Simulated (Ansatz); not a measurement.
Fe4Si:

```
Fe Si
1.0
     0.00000    2.02761    9.46634
     1.52190    0.00000    9.46634
     1.52190    2.02761    0.00000
Fe Si
4 1
Direct
  0.59407 0.59407 0.40593
  0.19797 0.19797 0.80203
  0.80203 0.80203 0.19797
  0.40593 0.40593 0.59407
  0.00000 0.00000 0.00000
```

The cell comes from a database or a generator and needn't be the stable form of this composition.

Base run:

* Program: Ansatz 0.2.0
* Functional: PBEsol
* Potentials or basis: Ansatz PAW
* Cutoff: 420 eV (not typed: the program's choice for these potentials)
* k mesh: 9 × 9 × 9
* Occupations: fermi-dirac, width 0.05 eV
* Spin: collinear spin, ferromagnetic start
* Starting moments: [3.75, 3.75, 3.75, 3.75, 0.0] μB
* Fixed moment: 15 μB

Its results: pressure 33.3 GPa; site moments Fe +3.25, +3.43; Si +0.36 μB; largest force 1.671 eV/Å.

The run is repeated on the same cell with these changes: fixed moment from 15 μB to 6 μB; moments at the start from [3.75, 3.75, 3.75, 3.75, 0.0] to [1.5, 1.5, 1.5, 1.5, 0.0]. What comes out?

Pressure -17.6 GPa; site moments Fe +1.09, +2.04; Si -0.06 μB; largest force 0.099 eV/Å.

Caveats: the total moment is fixed, so each spin has its own Fermi level; the PAW data sets come from PBE, with cores solved anew for the run's functional, which leaves a small shift of forces and pressure; the thresholds are loose for stress; a pressure of tens of GPa on the cell as given is suspect, and the run, the potentials or the cell itself is likely at fault (some runs); forces of over 1 eV/Å show positions far from the minimum, so gaps and moduli don't describe the material at rest (some runs).
